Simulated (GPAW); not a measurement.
Runs of GPAW 26.7.0 on Ta3N. The structure is trigonal, space group P-3m1 (No. 164). The conventional cell has a = 3.032 Å, b = 3.032 Å, c = 7.524 Å, α = 90.00°, β = 90.00°, γ = 120.00°. Ta (site symmetry 3m) is surrounded by 3 N at 2.19 Å. Ta (site symmetry -3m) is surrounded by 12 Ta at 3.01 to 3.03 Å. N (site symmetry -3m) is surrounded by 6 Ta at 2.19 Å. The cell comes from a database or a generator and needn't be the stable form of this composition.

```csv
level,potentials or basis,band points,pressure (GPa),largest force (eV/Å)
PBEsol,"PAW data sets generated in the run's folder for this functional, pw",80,-8.0,(b)
LDA,"the program's PAW data sets (release 1.2.1) made for this functional, pw",60,-14.0,0.74
PBE,"GPAW PAW data sets (gpaw-data 1.2.1), pw",80,-0.6,(c)
revPBE,"the program's PAW data sets (release 1.2.1) made for this functional, pw",80,2.4,0.13
RPBE,"the program's PAW data sets (release 1.2.1) made for this functional, pw",80,(a),0.09
```

Alike in all rows: task band structure; no spin polarisation; cell as given; k mesh 7 × 7 × 3; cutoff (eV) 800; smearing fermi-dirac 0.05 eV.

Problem. Fill in the values left out.

Solution. (a) 3.6; (b) 0.52; (c) 0.24.
